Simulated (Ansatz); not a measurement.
**TiO2 (I4_1/amd): scan of the energy under strain in Python**

Wanted for TiO2 (I4_1/amd): a scan of the energy under strain.

All numbers are computed with Ansatz 0.2.0, driven from Python. Level of theory: DFT PBE, plane waves, PAW.

### Step 1. Starting point

The structure is tetragonal, space group I4_1/amd (No. 141). The conventional cell has a = 3.784 Å, b = 3.784 Å, c = 9.515 Å, α = 90.00°, β = 90.00°, γ = 90.00°. Around Ti (site symmetry -4m2) lie 6 O at 1.93 to 1.98 Å. O (site symmetry 2mm) has 3 Ti at 1.93 to 1.98 Å as nearest neighbours.

No structure file is read: the coordinates are typed or built in the script.

### Step 2. Script

The input, strain_tio2.py:

```python
"""A uniaxial strain scan of TiO2."""

import argparse

import ansatz as az
import numpy as np
from tabulate import tabulate

parser = argparse.ArgumentParser(description="A uniaxial strain scan of TiO2.")
parser.add_argument("--functional", required=True, help="exchange-correlation functional")
parser.add_argument("--occupations", default="fermi_dirac", help="how the bands are filled")
parser.add_argument("--width-ev", type=float, required=True, help="smearing width (eV)")
parser.add_argument("--cutoff-ev", type=float, required=True, help="plane-wave cutoff (eV)")
parser.add_argument("--kgrid", type=int, nargs=3, default=[8, 8, 8], help="k-point sampling")
args = parser.parse_args()

VECTORS = np.array([
    [-1.8921, 1.8921, 4.7573],
    [1.8921, -1.8921, 4.7573],
    [1.8921, 1.8921, -4.7573],
])
SITES = [
    ("Ti", (0.0, 0.0, 0.0)),
    ("Ti", (0.75, 0.25, 0.5)),
    ("O", (0.2081, 0.2081, 0.0)),
    ("O", (0.9581, 0.4581, 0.5)),
    ("O", (0.5419, 0.0419, 0.5)),
    ("O", (0.7919, 0.7919, 0.0)),
]


def crystal_on(cell):
    crystal = az.Crystal(lattice=az.Lattice.of(cell))
    for symbol, position in SITES:
        crystal = crystal.atom(symbol, position)
    return crystal

# clamped ions: the fractional positions stay as typed
values = np.linspace(-0.01, 0.01, 5)
energies = []
for d in values:
    strain = np.diag([0, 0, d])
    cell = VECTORS @ (np.eye(3) + strain)
    job = crystal_on(cell).calculation()
    job = job.functional(args.functional)
    job = job.pseudopotentials("paw")
    job = job.occupations(args.occupations, width=args.width_ev).basis(args.cutoff_ev)
    job = job.kpoints(*args.kgrid)
    job = job.stress()
    r = job.run(threads=1, pin="off").report
    energies.append(r["free_energy_ev"] / len(SITES))
    s = r["stress_gpa"]
    print(f"d = {d:+.4f}  stress xx yy zz xy (GPa, compression positive): {s[0][0]:8.3f} {s[1][1]:8.3f} {s[2][2]:8.3f} {s[0][1]:8.3f}")
energies = np.array(energies)

print(tabulate(zip(values, 1000 * (energies - energies.min())), headers=["strain", "dE (meV/atom)"], floatfmt=".3f"))
curvature = 2 * np.polyfit(values, energies, 3)[1]
volume = abs(np.linalg.det(VECTORS)) / len(SITES)
print(f"d2E/dd2 over the volume: {curvature / volume * 160.21766:.1f} GPa")
```

### Step 3. The input behind the calls

The engine receives this input (first run):

```yaml
crystal:
  lattice:
    - [-1.8921, 1.8921, 4.709727]
    - [1.8921, -1.8921, 4.709727]
    - [1.8921, 1.8921, -4.709727]
  atoms:
    - { symbol: Ti, position: [0.0, 0.0, 0.0] }
    - { symbol: Ti, position: [0.75, 0.25, 0.5] }
    - { symbol: O, position: [0.2081, 0.2081, 0.0] }
    - { symbol: O, position: [0.9581, 0.4581, 0.5] }
    - { symbol: O, position: [0.5419, 0.0419, 0.5] }
    - { symbol: O, position: [0.7919, 0.7919, 0.0] }
basis:
  ecutwfc: 520.0
kpoints:
  mp_grid:
    grid: [8, 8, 8]
hamiltonian:
  xc: pbe
  pseudopotentials:
    kind: paw
scf:
  occupations:
    method: fermi_dirac
    width: 0.05
output:
  stress: true
```

### Step 4. Running it

The run is started by

```bash
$ python strain_tio2.py --functional pbe --width-ev 0.05 --cutoff-ev 520.0
```

**Question.** How much energy does this uniaxial strain cost, and what curvature follows?

**Answer**, as computed:

| quantity | value |
| --- | --- |
| curvature under the strain | 416.5 GPa |
| runs compared | 5 |
| range of energy | 8.69 meV/atom |
| lowest point, strain | 0.010 |

What this shows: Against the unstrained cell the energy per atom changes by +5.82 meV at one end of the scan and -2.87 meV at the other, and its second derivative over the volume is 416.5 GPa. The minimum lies outside the range, as the cell stands under stress. Caveats:
- Spin is left out of this run.
- The curvature belongs to this strain pattern and to the cell's stress; it equals a single elastic constant only for simple patterns.
- At these settings the cell as given stands under about 5 GPa, so it isn't at this functional's equilibrium volume.
- The ions keep their fractional positions (clamped ions).
